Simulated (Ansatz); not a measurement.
**C3H8Ge: one species, many methods**

An exercise on one series of results from a longer session: the logs are not shown, and one member is left open.

The runs use Ansatz 0.2.0, Gaussian basis; functionals in def2-TZVPP, the program's frozen cores in correlated methods.

Levels to be run: PBE-D4, r2SCAN-D4, PBE0-D4, B3LYP-D4, ωB97X-V, ωB97M-V, B2PLYP; CCSD(T)/def2-TZVPP; MP2/def2-QZVPP; extrapolation to the limit.

## Structure used throughout

All runs share one geometry, relaxed beforehand with PBE0-D4 in a triple-zeta def2 set.

SMILES `[CH3][GeH]1[CH2][CH2]1`, 12 atoms, charge 0, spin multiplicity 1.

Atoms are counted from 1 here; the program's logs count them from 0.

Bond lengths: C1–Ge2 1.943 Å, C1–H5 1.090 Å, C1–H6 1.090 Å, C1–H7 1.091 Å, Ge2–C3 1.941 Å, Ge2–C4 1.941 Å, Ge2–H8 1.528 Å, C3–C4 1.532 Å, C3–H9 1.085 Å, C3–H10 1.085 Å, C4–H11 1.085 Å, C4–H12 1.085 Å. Angles: Ge2–C1–H5 110.8°, Ge2–C1–H6 110.7°, Ge2–C1–H7 108.8°, H5–C1–H6 108.9°, H5–C1–H7 108.8°, H6–C1–H7 108.8°, C1–Ge2–C3 119.2°, C1–Ge2–C4 119.2°, C1–Ge2–H8 117.8°, C3–Ge2–C4 46.5°, C3–Ge2–H8 117.5°, C4–Ge2–H8 117.5°, Ge2–C3–C4 66.8°, Ge2–C3–H9 118.0°, Ge2–C3–H10 118.6°, C4–C3–H9 116.6°, C4–C3–H10 116.8°, H9–C3–H10 112.8° and more.

The first run:

The input, in.yaml:

```yaml
crystal:
  periodic: [false, false, false]
  atoms:
    - {symbol: C, position_ang: [-1.207906, 1.332947, -0.715346]}
    - {symbol: Ge, position_ang: [-0.603399, -0.104582, 0.443657]}
    - {symbol: C, position_ang: [1.295714, -0.308093, 0.788413]}
    - {symbol: C, position_ang: [0.747354, -1.338652, -0.203851]}
    - {symbol: H, position_ang: [-2.086481, 1.027189, -1.283957]}
    - {symbol: H, position_ang: [-1.455693, 2.220452, -0.132543]}
    - {symbol: H, position_ang: [-0.407788, 1.583114, -1.412867]}
    - {symbol: H, position_ang: [-1.571845, -0.615278, 1.508943]}
    - {symbol: H, position_ang: [1.969771, 0.442211, 0.387847]}
    - {symbol: H, position_ang: [1.611180, -0.681766, 1.756463]}
    - {symbol: H, position_ang: [1.073083, -1.243431, -1.234650]}
    - {symbol: H, position_ang: [0.712910, -2.369314, 0.131992]}
basis:
  gaussian: {orbitals: def2-TZVPP}
hamiltonian: {xc: pbe, dispersion: d4}
output: {forces: true, orbitals: {seedname: orbitals}}
```

The run is started by

```console
$ ansatz run in.yaml --threads 4 --pin off --events-out ev --progress --plain --max-ram 10444MiB
```

Steps of the session up to this table: PBE-D4 (GGA); r2SCAN-D4 (meta-GGA); PBE0-D4 (hybrid); B3LYP-D4 (hybrid); ωB97X-V (range-separated); ωB97M-V (range-separated); B2PLYP (double hybrid); CCSD(T) in def2-TZVPP; MP2 in def2-QZVPP.

One table of the session follows, with a row left open; its other results are not shown here.

```
            method  atomisation energy (eV)
            PBE-D4                   45.510
         r2SCAN-D4                   45.030
           PBE0-D4                   45.058
          B3LYP-D4                   44.743
           ωB97X-V                   44.981
           ωB97M-V                   44.855
            B2PLYP                   44.396
     HF/def2-TZVPP                        ?
    MP2/def2-TZVPP                   44.394
   CCSD/def2-TZVPP                   43.503
CCSD(T)/def2-TZVPP                   44.088
           MP2/CBS                   45.297
       CCSD(T)/CBS                   44.990
```

**Question.** Estimate the row for HF/def2-TZVPP.

The run gave: atomisation energy (eV): 33.300. In the column «atomisation energy (eV)» it is the lowest.

Caveats from the session: Free atoms (3 C, 1 Ge, 8 H) were run apart at each level; the atomisation energy is their sum less the molecule, without zero-point or spin-orbit terms.
